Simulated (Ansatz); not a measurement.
# C₄H₃F₅: up Jacob's ladder to CCSD(T)

One table from this session's results is given with a row withheld; the runs are named, their logs left out.

Program: Ansatz 0.2.0, Gaussian basis. Level of theory: functionals in def2-TZVPP, the program's frozen cores in correlated methods. These are calculated values, not measurements.

Plan: LDA (SPW92), PBE-D4, revPBE-D4, BLYP-D4, r2SCAN-D4, B97M-V, PBE0-D4, B3LYP-D4, r2SCANh-D4, r2SCAN0-D4, HSE06-D4, BHLYP-D4, CAM-B3LYP-D4, LC-ωPBE, ωB97X-V, ωB97M-V, B2PLYP, PBE-QIDH; CCSD(T)/def2-SVP; CCSD(T)/def2-TZVPP; MP2/def2-QZVPP; extrapolation to the limit; RPA on PBE.

**Structure used throughout**

All runs share one geometry, relaxed beforehand with PBE0-D4 in a triple-zeta def2 set.

SMILES `F[C@@H]1[C@@H](F)C(F)(F)[C@H]1F`, 12 atoms, charge 0, spin multiplicity 1.

Atoms are counted from 1 here; the program's logs count them from 0.

Bond lengths: F1–C2 1.360 Å, C2–C3 1.529 Å, C2–C8 1.529 Å, C2–H10 1.094 Å, C3–F4 1.354 Å, C3–C5 1.539 Å, C3–H11 1.094 Å, C5–F6 1.341 Å, C5–F7 1.341 Å, C5–C8 1.539 Å, C8–F9 1.354 Å, C8–H12 1.094 Å. Angles: F1–C2–C3 117.3°, F1–C2–C8 117.3°, F1–C2–H10 110.1°, C3–C2–C8 89.0°, C3–C2–H10 110.9°, C8–C2–H10 110.9°, C2–C3–F4 117.6°, C2–C3–C5 87.5°, C2–C3–H11 111.8°, F4–C3–C5 117.4°, F4–C3–H11 110.2°, C5–C3–H11 110.7°, C3–C5–F6 112.2°, C3–C5–F7 117.3°, C3–C5–C8 88.3°, F6–C5–F7 108.6°, F6–C5–C8 112.2°, F7–C5–C8 117.3° and more.

The first run:

The input, in.yaml:

```yaml
crystal:
  periodic: [false, false, false]
  atoms:
    - {symbol: F, position_ang: [-0.482444, -1.982131, -1.016065]}
    - {symbol: C, position_ang: [-0.298343, -0.652470, -0.796410]}
    - {symbol: C, position_ang: [-0.992671, -0.040959, 0.420904]}
    - {symbol: F, position_ang: [-2.157110, 0.616969, 0.212691]}
    - {symbol: C, position_ang: [0.272344, 0.809620, 0.630358]}
    - {symbol: F, position_ang: [0.187305, 2.001669, 0.022358]}
    - {symbol: F, position_ang: [0.681418, 1.001755, 1.893103]}
    - {symbol: C, position_ang: [1.046634, -0.218654, -0.212695]}
    - {symbol: F, position_ang: [1.978132, 0.256630, -1.072089]}
    - {symbol: H, position_ang: [-0.530701, -0.086002, -1.703129]}
    - {symbol: H, position_ang: [-1.109134, -0.767938, 1.229908]}
    - {symbol: H, position_ang: [1.481670, -0.993690, 0.424966]}
basis:
  gaussian: {orbitals: def2-TZVPP}
hamiltonian: {xc: lda}
output: {orbitals: {seedname: orbitals}}
```

Started as:

```
ansatz run in.yaml --threads 2 --pin off --events-out ev --progress --plain --max-ram 32768MiB --backend cuda --devices 0, --max-vram 18GiB
```

Steps of the session up to this table: LDA; PBE-D4 (GGA); revPBE-D4 (GGA); BLYP-D4 (GGA); r2SCAN-D4 (meta-GGA); B97M-V (meta-GGA); PBE0-D4 (hybrid); B3LYP-D4 (hybrid); r2SCANh-D4 (hybrid); r2SCAN0-D4 (hybrid); HSE06-D4 (hybrid); BHLYP-D4 (hybrid); CAM-B3LYP-D4 (range-separated); LC-ωPBE (range-separated); ωB97X-V (range-separated); ωB97M-V (range-separated); B2PLYP (double hybrid); PBE-QIDH (double hybrid).

One table of the session follows, with a row left open; its other results are not shown here.

It belongs to the step «Orbital energies across the functionals». 

```
  functional  HOMO (eV)  gap (eV)
 LDA (SPW92)      -7.79      6.42
      PBE-D4      -7.56      6.51
   revPBE-D4      -7.47      6.54
     BLYP-D4      -7.52      6.61
   r2SCAN-D4      -7.93      7.22
      B97M-V      -8.10      7.40
     PBE0-D4      -9.29      9.32
    B3LYP-D4      -9.08      8.85
  r2SCANh-D4      -8.58      8.25
  r2SCAN0-D4      -9.54      9.78
    HSE06-D4          ?         ?
    BHLYP-D4     -11.00     12.11
CAM-B3LYP-D4     -10.82     11.95
     LC-ωPBE     -12.08     14.46
     ωB97X-V     -11.74     14.03
     ωB97M-V     -11.65     13.69
```

**Question.** Estimate the row for HSE06-D4.

The run gave: HOMO (eV): -8.88; gap (eV): 8.53. In the column «HOMO (eV)» it lies between B3LYP-D4 (-9.08) and r2SCANh-D4 (-8.58).
